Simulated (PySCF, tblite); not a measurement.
**C5H9NOSi: geometry, infrared bands and NMR shifts**

Wanted: the infrared bands and NMR shifts of C5H9NOSi (`C=N[Si@H]1C[C@@H](C=O)C1`), by calculation.

Computed with tblite 0.8.0 and PySCF 2.14.0, with density-fitted response routines of our own, on a single molecule in the gas phase. Atoms count from 0, in the outputs and in this text.

### 1 The starting structure

17 atoms, charge 0, multiplicity 1; geometry from: force field or distance geometry start.

Bonds of the start (Å): C0–N1 1.29, N1–Si2 1.75, Si2–C3 1.85, C3–C4 1.50, C4–C5 1.46, C5–O6 1.23, C4–C7 1.52, C7–Si2 1.86, C0–H8 1.07, C0–H9 1.10, Si2–H10 1.45, C3–H11 1.12, C3–H12 1.13, C4–H13 1.11, C5–H14 1.10, C7–H15 1.11, C7–H16 1.10.

### 2 Relaxing the molecule with GFN2-xTB

What the job is given:

```
{"job": {"kind": "relax", "xc": "GFN2-xTB", "basis": "xTB"}, "charge": 0, "multiplicity": 1}
C      3.055400     0.141100     0.504300
N      1.836700     0.544400     0.442900
Si     0.672100    -0.403200    -0.461500
C     -0.726900    -1.156400     0.487300
C     -1.578200     0.078400     0.447500
C     -1.379300     1.059100     1.510600
O     -2.343200     1.338600     2.229800
C     -0.920100     0.477200    -0.858200
H      3.812900     0.668100     1.047000
H      3.363800    -0.776500    -0.007700
H      1.181400    -1.301500    -1.477400
H     -1.168700    -2.005300    -0.086500
H     -0.491700    -1.551500     1.516500
H     -2.653000    -0.188600     0.327700
H     -0.403100     1.537400     1.671500
H     -1.449500    -0.017100    -1.694100
H     -0.815600     1.567800    -0.960200
```

Run with:

```sh
OMP_NUM_THREADS=1 python probes_run.py task.json out
```

This one command runs all jobs of the session in turn.

**Question.** This job is followed by: GFN2-xTB harmonic vibrations, gas phase; GIAO PBE0/pcSseg-1 NMR shielding, non-relativistic, gas phase. Predict these results of the whole session: strongest single infrared mode (GFN2-xTB); zero-point energy (GFN2-xTB); ¹³C shifts against TMS (PBE0/pcSseg-1, means over atoms taken as alike); ¹H shifts against TMS (PBE0/pcSseg-1, means over atoms taken as alike); ¹⁵N shifts against NH3 (PBE0/pcSseg-1); ²⁹Si shifts against TMS (PBE0/pcSseg-1); ¹⁷O shifts against H2O (PBE0/pcSseg-1); surface potential, 1st and 99th percentile.

The runs gave:

```
                                                               quantity                                          value
                              strongest single infrared mode (GFN2-xTB)                          1786 cm⁻¹, 388 km/mol
                                           zero-point energy (GFN2-xTB)                                  80.4 kcal/mol
¹³C shifts against TMS (PBE0/pcSseg-1, means over atoms taken as alike)                   207.0, 174.9, 43.3, 15.8 ppm
 ¹H shifts against TMS (PBE0/pcSseg-1, means over atoms taken as alike)  10.27, 8.81, 8.75, 5.92, 3.02, 1.81, 1.42 ppm
                                 ¹⁵N shifts against NH3 (PBE0/pcSseg-1)                                      423.1 ppm
                                ²⁹Si shifts against TMS (PBE0/pcSseg-1)                                      -10.5 ppm
                                 ¹⁷O shifts against H2O (PBE0/pcSseg-1)                                      658.1 ppm
                                  surface potential, 1st and 99th percentile                             -1.83 V and 1.26 V
```

What this shows: Relaxing lowered the energy by 0.855 eV in 103 steps; the close pair that moved most is Si2–C3, from 1.851 to 1.907 Å. No mode is imaginary among the 45: a minimum at this level. The strongest single mode, at 1786 cm⁻¹, moves mainly C5 and O6. Unscaled tight-binding wavenumbers are off by several per cent, some by more. Its intensities can rank the bands wrongly. C5 (aldehyde carbonyl carbon) lies farthest downfield among carbon, at 207.0 ppm; low-lying n→π* states of the double bond to the heteroatom give a large paramagnetic term (-271 ppm). H14 (hydrogen on an aldehyde carbonyl carbon) lies farthest downfield among hydrogen, at 10.27 ppm; deshielded by the polar, anisotropic C=O bond. At PBE0/pcSseg-1: The largest span, 1253 ppm, is at O6, where the paramagnetic term is -716 ppm. By nearest atom (PBE0/pcSseg-1), the HOMO sits on O6 58 %; H14 12 % and the LUMO on C0 33 %; N1 27 %.
